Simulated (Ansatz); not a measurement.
Working through a calculation of the elastic constants of Ba, space group Pm-3m

Computed with the Ansatz DFT code, driven from Python.

At the Python prompt:
```pycon
>>> import ansatz as az
>>> import numpy as np
>>> ba = (
...     az.Lattice.from_parameters(3.917718, 3.917718, 3.917718, alpha=90.0, beta=90.0, gamma=90.0)
...     .atom('Ba', (0.0, 0.0, 0.0))
... )
>>> len(ba.resolved().sites)
1
>>> base = ba.calculation()
>>> base = base.occupations(az.OccupationsMethod.GAUSSIAN, width=0.02).functional(az.Functional.PBESOL)
>>> base = base.initial_density(normalization='cell')
>>> base = base.basis(10 * az.Ha).accuracy('medium')
>>> base = base.pseudopotentials('paw').kpoints(11, 11, 11)
>>> done = base.elastic('relaxed_ion').run(threads=1)
DeckWarning: basis.ecutwfc = 272.11386245988 eV is below the records' recommended 420 eV, and the density's cutoff is lower with it unless basis.ecutrho_ratio is high enough to keep the records' density cutoff: compare with a run at a higher cutoff
>>> elastic = done.elastic
>>> print(np.array2string(np.round(elastic.c_gpa, 1) + 0.0, suppress_small=True))
[[25.  -1.7 -1.7  0.   0.   0. ]
 [-1.7 25.  -1.7  0.   0.   0. ]
 [-1.7 -1.7 25.   0.   0.   0. ]
 [ 0.   0.   0.  -4.9  0.   0. ]
 [ 0.   0.   0.   0.  -4.9  0. ]
 [ 0.   0.   0.   0.   0.  -4.9]]
>>> print('Voigt stress of the unstrained cell (GPa, tension positive):', np.round(elastic.sigma0_gpa, 3) + 0.0)
Voigt stress of the unstrained cell (GPa, tension positive): [0.499 0.499 0.499 0.    0.    0.   ]
>>> print('smallest eigenvalue of C:', round(elastic.stability.min_eigenvalue_gpa, 1), 'GPa; stable:', elastic.stability.stable)
smallest eigenvalue of C: -4.9 GPa; stable: False
>>> if elastic.stability.min_eigenvalue_gpa > 0:
...     for name, value in elastic.moduli.to_plain().items():
...         print(f'{name:14s} {value:9.3f}')
...
```

Notes:
- The settings weren't tested for convergence.
- The cutoff lies under the one recommended for these potentials.
- The cell isn't relaxed first, so the values belong to this volume.
- Under the recommended cutoff a pressure can be off by several GPa, even in sign.
- This isn't the structure that Ba takes at ambient conditions.
- Warnings are shown shortened and without file and line.
- Shear constants of a metal converge slowly with the k-point mesh and can be wrong in sign on a coarse one; the constants belong to the cell that was strained.
- Finished in 17 s on 1 thread of Intel(R) Xeon(R) Platinum 8488C (Sapphire Rapids) (shared host), peak memory 0.44 GiB.

(Lines on the test bed's own set-up are left out of the output.)
